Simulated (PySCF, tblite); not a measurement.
# C7H9FN radical: geometry, infrared bands and EPR parameters

Wanted: the infrared bands and EPR parameters of C7H9FN radical (`C[C@@H]1C=CC(N)=C[C]1F`), by calculation.

Computed with tblite 0.8.0 and PySCF 2.14.0, with density-fitted response routines of our own, on a single molecule in the gas phase. Atoms are numbered from 0 throughout.

## Step 1: The starting structure

18 atoms, charge 0, multiplicity 2; geometry from: force field or distance geometry start.

Bonds of the start (Å): C0–C1 1.52, C1–C2 1.47, C2–C3 1.32, C3–C4 1.47, C4–N5 1.42, C4–C6 1.29, C6–C7 1.46, C7–F8 1.36, C7–C1 1.50, C0–H9 1.09, C0–H10 1.12, C0–H11 1.10, C1–H12 1.14, C2–H13 1.09, C3–H14 1.08, N5–H15 1.06, N5–H16 1.06, C6–H17 1.11.

## Step 2: Geometry optimisation with GFN2-xTB

Job settings and geometry (Å):

```
{"job": {"kind": "relax", "xc": "GFN2-xTB", "basis": "xTB"}, "charge": 0, "multiplicity": 2}
C     -2.317200    -0.500400    -0.809000
C     -1.269600    -0.036800     0.192400
C     -0.637700     1.200500    -0.276900
C      0.647700     1.308400    -0.561900
C      1.546800     0.164300    -0.382600
N      2.925200     0.303800    -0.694500
C      1.066900    -0.964700     0.030200
C     -0.332900    -1.195900     0.372100
F     -0.484100    -1.830400     1.568400
H     -2.089900    -0.171000    -1.822300
H     -3.311000    -0.080800    -0.517100
H     -2.388900    -1.598300    -0.746900
H     -1.760700     0.206400     1.189000
H     -1.293600     2.063900    -0.412600
H      1.087200     2.230300    -0.905300
H      3.668900     0.197600     0.049900
H      3.174700     0.528000    -1.700200
H      1.759500    -1.818600     0.150900
```

Started as:

```
> OMP_NUM_THREADS=1 python probes_run.py task.json out
```

The driver reads the jobs from task.json and runs them one after another.

Log:

```text
step      E/eV     max force
  0    -737.63061    5.632
  1    -738.14673    2.401
  2    -738.33004    1.874
  3    -738.55610    1.098
  4    -738.63620    0.862
  5    -738.72046    0.623
  6    -738.75986    0.609
  7    -738.82632    0.648
  8    -738.87631    0.728
  9    -738.92252    0.546
 10    -738.96227    0.442
 11    -739.00945    0.546
 12    -739.07067    0.610
 13    -739.12790    0.543
 14    -739.15716    0.364
 15    -739.17514    0.406
 16    -739.19440    0.397
 17    -739.20951    0.464
 18    -739.22166    0.248
 19    -739.22993    0.233
 20    -739.23651    0.237
 21    -739.24401    0.315
 22    -739.25586    0.364
 23    -739.26883    0.287
 24    -739.28064    0.300
 25    -739.28890    0.391
 26    -739.29986    0.329
 27    -739.30990    0.301
 28    -739.32115    0.201
 29    -739.32463    0.178
 30    -739.32896    0.169
 31    -739.33125    0.176
 32    -739.33393    0.109
 33    -739.33599    0.088
 34    -739.33695    0.092
 35    -739.33863    0.078
 36    -739.34018    0.090
 37    -739.34214    0.092
 38    -739.34412    0.094
 39    -739.34630    0.110
 40    -739.34851    0.140
 41    -739.35073    0.110
 42    -739.35272    0.083
 43    -739.35423    0.132
 44    -739.35533    0.068
 45    -739.35627    0.110
 46    -739.35720    0.067
 47    -739.35815    0.069
 48    -739.35909    0.091
 49    -739.36014    0.105
 50    -739.36137    0.084
 51    -739.36277    0.090
 52    -739.36433    0.095
 53    -739.36598    0.112
 54    -739.36741    0.132
 55    -739.36857    0.097
 56    -739.36969    0.076
 57    -739.37048    0.070
 58    -739.37113    0.082
 59    -739.37180    0.052
 60    -739.37221    0.043
 61    -739.37253    0.037
 62    -739.37283    0.052
 63    -739.37306    0.045
 64    -739.37324    0.029
 65    -739.37340    0.027
 66    -739.37358    0.030
 67    -739.37375    0.033
 68    -739.37391    0.036
 69    -739.37407    0.033
 70    -739.37421    0.024
 71    -739.37431    0.018
 72    -739.37436    0.018
 73    -739.37438    0.012
 74    -739.37441    0.010
 75    -739.37443    0.009
```

It took 0.52 s on 1 thread of Arm Neoverse V1, shared host.

Step by step: (not every step is listed)

```tsv
step	energy from step 0 (eV)	largest force (eV/Å)
0	0.0000	5.6320
1	-0.5161	2.4011
2	-0.6994	1.8737
3	-0.9255	1.0978
4	-1.0056	0.8618
5	-1.0898	0.6234
6	-1.1292	0.6086
7	-1.1957	0.6477
8	-1.2457	0.7278
14	-1.5265	0.3636
20	-1.6059	0.2369
26	-1.6692	0.3293
32	-1.7033	0.1094
38	-1.7135	0.0937
44	-1.7247	0.0683
50	-1.7308	0.0841
56	-1.7391	0.0763
62	-1.7422	0.0522
68	-1.7433	0.0363
70	-1.7436	0.0240
71	-1.7437	0.0175
72	-1.7437	0.0176
73	-1.7438	0.0124
74	-1.7438	0.0104
75	-1.7438	0.0088
```

Distances of close pairs at the start and the end, largest changes first:

```tsv
bond	before (Å)	after (Å)	change (Å)
C4–C6	1.294	1.411	+0.117
C6–C7	1.459	1.350	-0.109
C3–C4	1.466	1.412	-0.054
N5–H16	1.060	1.007	-0.053
N5–H15	1.058	1.008	-0.050
C4–N5	1.420	1.381	-0.039
C1–H12	1.137	1.103	-0.035
C2–C3	1.321	1.353	+0.032
```

The end geometry stands in the next job.

## Step 3: Infrared spectrum with GFN2-xTB

Job settings and geometry (Å):

```
{"job": {"kind": "ir", "xc": "GFN2-xTB", "basis": "xTB"}, "charge": 0, "multiplicity": 2}
C     -2.312802    -0.555517    -0.726967
C     -1.257039    -0.004627     0.261984
C     -0.624754     1.238898    -0.278114
C      0.678236     1.314207    -0.635956
C      1.570000     0.234629    -0.457113
N      2.871492     0.305262    -0.913593
C      1.089159    -0.939799     0.159975
C     -0.208565    -1.031822     0.522236
F     -0.643696    -2.146865     1.165928
H     -1.841794    -0.780917    -1.681013
H     -3.096952     0.180283    -0.886137
H     -2.757458    -1.464376    -0.329179
H     -1.791577     0.216519     1.200538
H     -1.276960     2.087913    -0.412675
H      1.067299     2.231007    -1.057717
H      3.522448    -0.350401    -0.511348
H      3.241150     1.230784    -1.060879
H      1.763055    -1.758860     0.363614
```

Log:

```text
mode    cm-1     km/mol
  1      61.9      2.19
  2     188.5      0.76
  3     204.5      0.20
  4     233.5      4.21
  5     248.5      1.67
  6     294.8      2.32
  7     340.8      9.42
  8     377.0      9.29
  9     416.8      2.52
 10     465.9      3.31
 11     491.0      6.00
 12     526.3     38.34
 13     563.4    250.79
 14     594.8    110.63
 15     697.7      9.48
 16     744.0     22.03
 17     829.2     10.38
 18     855.5     18.39
 19     887.9      0.86
 20     924.2     12.28
 21     971.2      8.60
 22    1020.9      1.47
 23    1036.6     19.79
 24    1047.9      8.16
 25    1086.3     39.82
 26    1122.4    152.02
 27    1180.9      2.56
 28    1238.8     18.56
 29    1256.4      0.47
 30    1299.8     30.25
 31    1331.0     41.21
 32    1391.3      1.61
 33    1398.5      7.86
 34    1440.0     18.48
 35    1490.0      5.59
 36    1495.9      2.97
 37    1501.8    122.07
 38    1544.0      8.94
 39    1629.0    143.73
 40    2825.5     53.92
 41    3037.3     32.81
 42    3038.6     25.37
 43    3040.5     19.12
 44    3061.9     36.25
 45    3086.7     30.58
 46    3090.8     32.28
 47    3445.3      4.16
 48    3503.8      0.80
```

Wall time 0.62 s (1 thread of Arm Neoverse V1, shared host).

The strongest bands and the atoms that carry them (share of the mass-weighted mode):

```tsv
cm⁻¹	km/mol	atoms
563	250.8	H15 25 %, H16 24 %, N5 18 %, C7 14 %
595	110.6	C4 19 %, C7 11 %, H15 10 %
1086	39.8	H12 29 %, C1 13 %, H11 12 %
1122	152.0	C7 39 %, H17 20 %, F8 15 %, H12 14 %
1331	41.2	C1 36 %, C7 14 %, H12 13 %, C4 10 %
1502	122.1	H16 29 %, H15 27 %, N5 20 %, C4 13 %
1629	143.7	C6 28 %, C7 27 %, C3 18 %, C2 13 %
2826	53.9	H12 93 %
```

## Step 4: g tensor and hyperfine couplings: B3LYP/pcH-1

Settings changed since step 3:

```diff
@@ -1,2 +1,2 @@
-{"job": {"kind": "ir", "xc": "GFN2-xTB", "basis": "xTB"}, "charge": 0, "multiplicity": 2}
+{"job": {"kind": "epr", "basis": "pcH-1"}, "charge": 0, "multiplicity": 2}
 C     -2.312802    -0.555517    -0.726967
```

Method: UKS B3LYP, pcH-1 on C F H N, non-relativistic, mean-field spin-orbit, GIAO.

Log:

```text
UKS, coarse grid
  cycle   1  E = -426.64066930  |g| = 4.67e-01
  cycle   2  E = -426.58028898  |g| = 6.25e-01
  cycle   3  E = -426.73183204  |g| = 9.03e-02
  cycle   4  E = -426.73538818  |g| = 4.43e-02
  cycle   5  E = -426.73644990  |g| = 1.28e-02
  cycle   6  E = -426.73654999  |g| = 7.91e-03
  cycle   7  E = -426.73661554  |g| = 3.43e-03
  cycle   8  E = -426.73663395  |g| = 2.03e-03
  cycle   9  E = -426.73663725  |g| = 6.48e-04
UKS, final grid
  cycle   1  E = -426.73666797  |g| = 9.47e-04
  cycle   2  E = -426.73666727  |g| = 1.65e-03
  cycle   3  E = -426.73666842  |g| = 1.30e-04
  cycle   4  E = -426.73666843  |g| = 9.16e-05
  cycle   5  E = -426.73666845  |g| = 5.32e-05
  cycle   6  E = -426.73666845  |g| = 1.21e-05
E = -426.73666845 Eh   <S^2> = 0.7770 (exact 0.7500)
g shifts (ppm)      1          2          3
  rmc          -191       -191       -191
  gc              3         51         39
  oz_so         -94       1232       1552
  total        -282       1093       1400
hyperfine (MHz)  atom isotope    a_iso     a_fc   dipolar eigenvalues
    0   13C      93.26      93.26     -5.34     -5.29     10.62
    1   13C     -29.56     -29.56     -0.57     -0.02      0.59
    2   13C      35.62      35.62    -32.27    -30.15     62.41
    3   13C     -32.88     -32.88    -18.48      7.71     10.77
    4   13C      39.07      39.07    -39.79    -38.34     78.13
    5   14N      15.13      15.13     -8.08     -7.78     15.86
    6   13C     -33.63     -33.63    -20.87      9.21     11.66
    7   13C      39.31      39.31    -31.79    -30.73     62.52
    8   19F      48.12      48.12    -86.24    -67.65    153.89
    9    1H      -4.33      -4.33     -3.27     -2.12      5.39
   10    1H      -1.62      -1.62     -3.49     -1.86      5.36
   11    1H       1.13       1.13     -3.37     -1.38      4.75
   12    1H      99.95      99.95     -2.95     -0.20      3.14
   13    1H     -26.56     -26.56    -15.44     -0.76     16.20
   14    1H       7.43       7.43     -3.99     -0.68      4.67
   15    1H       3.12       3.12     -9.02     -3.55     12.57
   16    1H       2.56       2.56     -8.71     -3.73     12.44
   17    1H       8.48       8.48     -3.90     -0.97      4.88
```

It took 2 min on 1 thread of Arm Neoverse V1, shared host; peak memory 1.1 GiB.

Principal g values 2.00204, 2.00341, 2.00372; g(iso) = 2.00306, against 2.00232 for a free electron.

Hyperfine couplings; where a row names several nuclei, a(iso) is their mean (it holds for fast rotation or exchange) and the dipolar term the largest among them:

```tsv
nuclei	isotope	a(iso) (MHz)	a(iso) (G, at g = 2.0023)	largest dipolar term (MHz)
H12	1H	100.0	35.7	3.1
C0	13C	93.3	33.3	10.6
F8	19F	48.1	17.2	153.9
C7	13C	39.3	14.0	62.5
C4	13C	39.1	13.9	78.1
C2	13C	35.6	12.7	62.4
C6	13C	-33.6	-12.0	-20.9
C3	13C	-32.9	-11.7	-18.5
C1	13C	-29.6	-10.5	0.6
H13	1H	-26.6	-9.5	16.2
N5	14N	15.1	5.4	15.9
H17	1H	8.5	3.0	4.9
H14	1H	7.4	2.7	4.7
H15, H16	1H	2.8	1.0	12.6
```

Mulliken spin populations:

C0 0.05; C1 -0.06; C2 0.40; C3 -0.17; C4 0.44; N5 0.12; C6 -0.18; C7 0.33; F8 0.02; H9 0.00; H10 0.00; H11 0.00; H12 0.05; H13 -0.02; H14 0.01; H15 0.00; H16 0.00; H17 0.01

In first order the couplings over 0.8 MHz of 1H, 19F, 14N give 1028 distinct lines over 82.6 G, if the averaged nuclei exchange fast.

Orbitals, density, ELF and potential are computed afterwards from the orbital file.

ELF in a plane through or near 7 of the atoms.

Values, 10 rows by 14 columns:
```
0.00 0.00 0.00 0.00 0.00 0.00 0.00 0.00 0.00 0.00 0.00 0.00 0.00 0.00
0.00 0.00 0.00 0.00 0.00 0.00 0.00 0.00 0.00 0.00 0.00 0.00 0.00 0.00
0.00 0.00 0.00 0.00 0.54 0.97 0.14 0.07 0.69 0.08 0.00 0.00 0.00 0.00
0.00 0.00 0.06 0.18 0.36 1.00 0.62 0.48 0.83 0.03 0.41 0.35 0.00 0.00
0.00 0.00 0.79 1.00 0.20 0.80 0.48 0.65 0.58 0.36 0.98 0.87 0.02 0.00
0.00 0.00 0.12 0.74 0.83 0.50 0.40 0.13 0.54 0.88 0.67 0.21 0.01 0.00
0.00 0.00 0.82 0.98 0.04 0.58 0.18 0.76 0.47 0.04 0.96 0.89 0.01 0.00
0.00 0.00 0.01 0.02 0.48 1.00 0.71 0.10 0.68 0.41 0.00 0.03 0.00 0.00
0.00 0.00 0.00 0.00 0.15 0.84 0.08 0.12 0.44 0.13 0.00 0.00 0.00 0.00
0.00 0.00 0.00 0.00 0.00 0.00 0.00 0.00 0.00 0.00 0.00 0.00 0.00 0.00
```
The map spans 12.1 Å across and 9.9 Å up, centred on the molecule. Atoms in the plane (x, y in Å): C2 (0.4, 1.2), C3 (-0.9, 1.2), C4 (-1.6, 0.0), C6 (-0.9, -1.2), C7 (0.4, -1.2), H14 (-1.5, 2.1), H17 (-1.4, -2.2).

log10 of the density (e/Å³) in the same plane.

Ten even steps from ' ' (-4.0) to '@' (1.0):
```
                                                        
                                                        
                  ..................                    
              ..::--------::------::::..                
            ..::--==++++============--::..              
        ....::--++**####**++******++==----::::..        
      ..::--====++**%%%%##**####**++========--::..      
    ..::==++**++++**##%%%%%%%%####**++****++==--::      
    ..--++##%%##**##%%%%%%################**++==::..    
    ::--++##%%%%%%%%%%%%##****######%%%%##**++--::..    
    ::--++**%%@@%%%%@@%%##****####%%%%%%##**++--::..    
    ::--++##%%%%####%%%%%%################**++--::..    
    ..--++**##**++**##%%%%%%%%%%##**++******==--::      
      ::--==++==++**%%%%##########**++++++==--::..      
        ::::----++**%%####****######**==----::..        
            ..::==++****++==++**##**++==::..            
              ..--========--==++++++==--..              
                ....::::::..::------::                  
                              ....                      
                                                        
```
The map spans 12.1 Å across and 9.9 Å up, centred on the molecule. Atoms in the plane (x, y in Å): C2 (0.4, 1.2), C3 (-0.9, 1.2), C4 (-1.6, 0.0), C6 (-0.9, -1.2), C7 (0.4, -1.2), H14 (-1.5, 2.1), H17 (-1.4, -2.2).

On the surface of density 0.002 e/bohr³ the electrostatic potential runs, from the 1st to the 99th percentile, from -1.02 V near N5 to 1.92 V near H16.

The spin density lies nearest to C2, C4 about 21 % each; C7 18 %; N5 8 %; C3, C6 about 6 % each (beta excess).

## Step 5: Results

| quantity | value |
| --- | --- |
| strongest single infrared mode (GFN2-xTB) | 563 cm⁻¹, 251 km/mol |
| zero-point energy (GFN2-xTB) | 89.4 kcal/mol |
| g(iso) (B3LYP) | 2.00306 |
| ⟨S²⟩ | 0.777 (exact 0.75) |
| largest a(iso) (averaged by class) | 1H on H12, 100.0 MHz |
| surface potential, 1st and 99th percentile | -1.02 V and 1.92 V |

**Reading.** Over 75 steps the energy fell by 1.744 eV; of the close pairs, C4–C6 changed most, 1.294 to 1.411 Å. No mode is imaginary among the 48: a minimum at this level. The strongest single mode, at 563 cm⁻¹, is spread over several atoms, H15, H16, N5, C7 among them. Unscaled tight-binding wavenumbers are off by several per cent, some by more. Its intensities can rank the bands wrongly. The largest spin populations lie on C4 (0.44 e), C2 (0.40 e), C7 (0.33 e). The isotropic g lies 0.7 ppt above the free-electron value.
